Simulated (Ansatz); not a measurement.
# Si3Ge2: the cost of one run

Computed with Ansatz 0.2.0 (DFT PBE, scalar-relativistic, plane waves, PAW, unless a step's input says otherwise).

2 further runs of the same task are left out: 1 that didn't finish, 1 set aside as unsound or not needed.

## (1) The starting structure

Symmetry: P6/mmm, No. 191, hexagonal system. The conventional cell has a = 2.746 Å, b = 2.746 Å, c = 12.891 Å, α = 90.00°, β = 90.00°, γ = 120.00°. Si (site symmetry 6mm) is surrounded by 7 Si at 2.58 to 2.75 Å and 1 Ge at 2.58 Å. Si (site symmetry 6/mmm) is surrounded by 8 Si at 2.58 to 2.75 Å. Ge (site symmetry 6mm) has 7 Ge at 2.58 to 2.75 Å and 1 Si at 2.58 Å as nearest neighbours.

As a file:

```cif
data_structure
_symmetry_space_group_name_H-M 'P6/mmm'
_symmetry_Int_Tables_number 191
_cell_length_a 2.7456
_cell_length_b 2.7456
_cell_length_c 12.8912
_cell_angle_alpha 90.000
_cell_angle_beta 90.000
_cell_angle_gamma 120.000
_cell_volume 84.16
loop_
_atom_site_label
_atom_site_type_symbol
_atom_site_symmetry_multiplicity
_atom_site_Wyckoff_symbol
_atom_site_fract_x
_atom_site_fract_y
_atom_site_fract_z
_atom_site_occupancy
Si1 Si 2 e 0.00000 0.00000 0.80000 1
Si2 Si 1 a 0.00000 0.00000 0.00000 1
Ge1 Ge 2 e 0.00000 0.00000 0.40000 1
```

The start is an ordering of an alloy on its end members' structure types: elements ordered on the sites of the Si type, Si/Ge on Si (P6/mmm, No. 191).

## (2) Probe: one point on a coarse mesh

input.yaml reads:

```yaml
crystal:
  lattice:
    - [2.74556734, 0.0, 0.0]
    - [-1.37278367, 2.37773107, 0.0]
    - [0.0, 0.0, 12.8912367]
  atoms:
    - { symbol: Si, position: [0.0, 0.0, 0.8] }
    - { symbol: Si, position: [0.0, 0.0, 0.0] }
    - { symbol: Si, position: [0.0, 0.0, 0.2] }
    - { symbol: Ge, position: [0.0, 0.0, 0.4] }
    - { symbol: Ge, position: [0.0, 0.0, 0.6] }
basis:
  ecutwfc: 420
kpoints:
  mp_grid: { grid: [6, 6, 2] }
hamiltonian:
  xc: pbe
scf:
  occupations: { method: gaussian, width: 0.1 }
  lower_state_search: "off"
output:
  forces: true
  stress: true
  eigenvalues: true
```

Launch:

```sh
$ ansatz run input.yaml --threads 1 --pin off --max-ram 2560MiB --backend cpu --events-out ev --progress --plain --runs-dir out
```

Q: Estimate wall time and peak memory on 1 thread of AMD EPYC 7R43 (Zen 3), shared host.

About 1.6 s, with a peak of 0.4 GiB.
